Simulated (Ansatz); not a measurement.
# CH4AlCl3O: up Jacob's ladder to CCSD(T)

The task here is to estimate one member of a computed series from the others.

The runs use Ansatz 0.2.0, Gaussian basis; functionals in def2-TZVPP, the program's frozen cores in correlated methods.

The runs, in order: LDA (SPW92), PBE-D4, revPBE-D4, BLYP-D4, r2SCAN-D4, B97M-V, PBE0-D4, B3LYP-D4, r2SCANh-D4, r2SCAN0-D4, HSE06-D4, BHLYP-D4, CAM-B3LYP-D4, LC-ωPBE, ωB97X-V, ωB97M-V, B2PLYP, PBE-QIDH; CCSD(T)/def2-SVP; CCSD(T)/def2-TZVPP; MP2/def2-QZVPP; extrapolation to the limit; RPA on PBE.

## The relaxed structure

The geometry comes from an earlier relaxation with PBE0-D4 in a triple-zeta def2 set; it is a stationary point, not always the lowest conformer.

10 atoms, charge 0, spin multiplicity 1.

Atoms are counted from 1 here; the program's logs count them from 0.

Bond lengths: C1–O2 1.442 Å, C1–H7 1.089 Å, C1–H8 1.089 Å, C1–H9 1.088 Å, O2–Al3 1.913 Å, O2–H10 0.964 Å, Al3–Cl4 2.110 Å, Al3–Cl5 2.109 Å, Al3–Cl6 2.101 Å. Angles: O2–C1–H7 108.8°, O2–C1–H8 110.1°, O2–C1–H9 106.1°, H7–C1–H8 111.6°, H7–C1–H9 109.9°, H8–C1–H9 110.1°, C1–O2–Al3 122.9°, C1–O2–H10 112.3°, Al3–O2–H10 113.0°, O2–Al3–Cl4 102.3°, O2–Al3–Cl5 97.1°, O2–Al3–Cl6 102.1°, Cl4–Al3–Cl5 116.0°, Cl4–Al3–Cl6 115.1°, Cl5–Al3–Cl6 119.2°.

Set-up of the first run:

in.yaml

```yaml
crystal:
  periodic: [false, false, false]
  atoms:
    - {symbol: C, position_ang: [0.410675, -1.141486, 0.797423]}
    - {symbol: O, position_ang: [0.701486, -0.011073, -0.048757]}
    - {symbol: Al, position_ang: [-0.643288, 1.204609, -0.658440]}
    - {symbol: Cl, position_ang: [-2.116233, -0.101383, -1.419052]}
    - {symbol: Cl, position_ang: [0.538384, 2.201652, -2.092337]}
    - {symbol: Cl, position_ang: [-1.168670, 2.206730, 1.112088]}
    - {symbol: H, position_ang: [1.342501, -1.508515, 1.224433]}
    - {symbol: H, position_ang: [-0.101106, -1.915075, 0.225895]}
    - {symbol: H, position_ang: [-0.237542, -0.768342, 1.586901]}
    - {symbol: H, position_ang: [1.356892, -0.218418, -0.725155]}
basis:
  gaussian: {orbitals: def2-TZVPP}
hamiltonian: {xc: lda}
output: {orbitals: {seedname: orbitals}}
```

Started as:

```
ansatz run in.yaml --threads 4 --pin off --events-out ev --progress --plain --max-ram 11315MiB
```

Among the steps run: LDA; PBE-D4 (GGA); revPBE-D4 (GGA); BLYP-D4 (GGA); r2SCAN-D4 (meta-GGA); B97M-V (meta-GGA); B3LYP-D4 (hybrid); r2SCANh-D4 (hybrid); r2SCAN0-D4 (hybrid); HSE06-D4 (hybrid); BHLYP-D4 (hybrid); CAM-B3LYP-D4 (range-separated); LC-ωPBE (range-separated); ωB97X-V (range-separated); ωB97M-V (range-separated); B2PLYP (double hybrid); PBE-QIDH (double hybrid).

One table of the session follows, with a row left open; its other results are not shown here.

It belongs to the step «Orbital energies across the functionals». 

```
  functional  HOMO (eV)  gap (eV)
 LDA (SPW92)      -7.29      5.69
      PBE-D4      -7.14      5.76
   revPBE-D4      -7.08      5.82
     BLYP-D4      -6.95      5.59
   r2SCAN-D4      -7.51      6.69
      B97M-V      -7.58      6.47
     PBE0-D4      -8.55      8.09
    B3LYP-D4          ?         ?
  r2SCANh-D4      -8.02      7.50
  r2SCAN0-D4      -8.79      8.69
    HSE06-D4      -8.14      7.31
    BHLYP-D4      -9.78     10.06
CAM-B3LYP-D4      -9.89     10.28
     LC-ωPBE     -11.36     13.10
     ωB97X-V     -10.96     12.48
     ωB97M-V     -10.79     11.90
```

Estimate the missing values for B3LYP-D4.

Worked estimate for «HOMO (eV)». Against the share of exact exchange, BLYP-D4 (0, -6.95), BHLYP-D4 (0.5, -9.78) give a slope of -5.66 per unit share; at 0.2 the line stands at -8.08.

**Answer.** HOMO (eV): -8.24; gap (eV): 7.44. In «HOMO (eV)» the line misses by +0.16.
